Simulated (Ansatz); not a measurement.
**CH7FNPSi: one species, many methods**

How much do the methods differ for CH7FNPSi? The plan is to run it at one geometry with functionals of several rungs and with coupled cluster. The yardstick is the atomisation energy at the CCSD(T) limit.

Computed with Ansatz 0.2.0, Gaussian basis. Level: functionals in def2-TZVPP, the program's frozen cores in correlated methods.

Levels to be run: PBE-D4, r2SCAN-D4, PBE0-D4, B3LYP-D4, ωB97X-V, ωB97M-V, B2PLYP; CCSD(T)/def2-TZVPP; MP2/def2-QZVPP; extrapolation to the limit.

## 1. The relaxed structure

An earlier PBE0-D4 in a triple-zeta def2 set relaxation fixed the geometry.

SMILES `C[Si](N)(F)P`, 12 atoms, charge 0, spin multiplicity 1.

Atoms are counted from 1 here; the program's logs count them from 0.

Bond lengths: C1–Si2 1.855 Å, C1–H6 1.094 Å, C1–H7 1.092 Å, C1–H8 1.092 Å, Si2–N3 1.701 Å, Si2–F4 1.612 Å, Si2–P5 2.246 Å, N3–H9 1.007 Å, N3–H10 1.007 Å, P5–H11 1.420 Å, P5–H12 1.420 Å. Angles: Si2–C1–H6 110.5°, Si2–C1–H7 111.0°, Si2–C1–H8 110.6°, H6–C1–H7 108.4°, H6–C1–H8 107.8°, H7–C1–H8 108.5°, C1–Si2–N3 109.0°, C1–Si2–F4 106.4°, C1–Si2–P5 117.9°, N3–Si2–F4 113.4°, N3–Si2–P5 106.2°, F4–Si2–P5 104.1°, Si2–N3–H9 121.6°, Si2–N3–H10 121.8°, H9–N3–H10 111.8°, Si2–P5–H11 93.8°, Si2–P5–H12 93.4°, H11–P5–H12 94.0°.

## 2. PBE-D4 (GGA)

The input, in.yaml:

```yaml
crystal:
  periodic: [false, false, false]
  atoms:
    - {symbol: C, position_ang: [-1.390510, 0.152817, 0.604874]}
    - {symbol: Si, position_ang: [0.258539, 0.390376, -0.211028]}
    - {symbol: N, position_ang: [1.469989, 0.410795, 0.982891]}
    - {symbol: F, position_ang: [0.159231, 1.766331, -1.044539]}
    - {symbol: P, position_ang: [0.906334, -1.126886, -1.735097]}
    - {symbol: H, position_ang: [-1.577640, 0.950128, 1.330492]}
    - {symbol: H, position_ang: [-1.434427, -0.805443, 1.125819]}
    - {symbol: H, position_ang: [-2.192631, 0.181228, -0.135218]}
    - {symbol: H, position_ang: [2.447420, 0.402245, 0.742457]}
    - {symbol: H, position_ang: [1.312332, 0.815955, 1.891007]}
    - {symbol: H, position_ang: [-0.264437, -0.973352, -2.523960]}
    - {symbol: H, position_ang: [0.382801, -2.219493, -0.993898]}
basis:
  gaussian: {orbitals: def2-TZVPP}
hamiltonian: {xc: pbe, dispersion: d4}
output: {forces: true, orbitals: {seedname: orbitals}}
```

Started as:

```console
$ ansatz run in.yaml --threads 4 --pin off --events-out ev --progress --plain --max-ram 10444MiB
```

After this run come: r2SCAN-D4 (meta-GGA); PBE0-D4 (hybrid); B3LYP-D4 (hybrid); ωB97X-V (range-separated); ωB97M-V (range-separated); B2PLYP (double hybrid); CCSD(T) in def2-TZVPP; MP2 in def2-QZVPP.

Before running them: what should the planned runs give, taken together? Wanted: atomisation energy, CCSD(T)/CBS; farthest; mean size of error, hybrid; mean size of error, range-separated; gap, smallest and largest; T1 diagnostic; triples share of the correlation energy.

**Answer**, as computed:

```
                               quantity                                 value
        atomisation energy, CCSD(T)/CBS                         4283.4 kJ/mol
 functionals within 21.4 kJ/mol (0.5 %)                   r2SCAN-D4, B3LYP-D4
                               farthest                 B2PLYP (-54.5 kJ/mol)
             mean size of error, hybrid                           14.0 kJ/mol
    mean size of error, range-separated                           26.7 kJ/mol
              gap, smallest and largest  5.85 eV (PBE-D4), 12.01 eV (ωB97X-V)
                          T1 diagnostic                                0.0118
triples share of the correlation energy                                 3.6 %
```

**Reading.** PBE-D4 is off by +44.9 kJ/mol. Double hybrids carry the basis error of their MP2 part in triple zeta, and no dispersion term here, so their miss is partly the set-up's. Misses under about 21.4 kJ/mol are within the doubt on the reference itself, which lacks core-valence correlation, relativity and higher excitations. Hartree-Fock recovers 72 % of the binding; the rest is correlation. The gap grows from 5.8 to 12.0 eV across the functionals, mostly with the share of exact exchange.
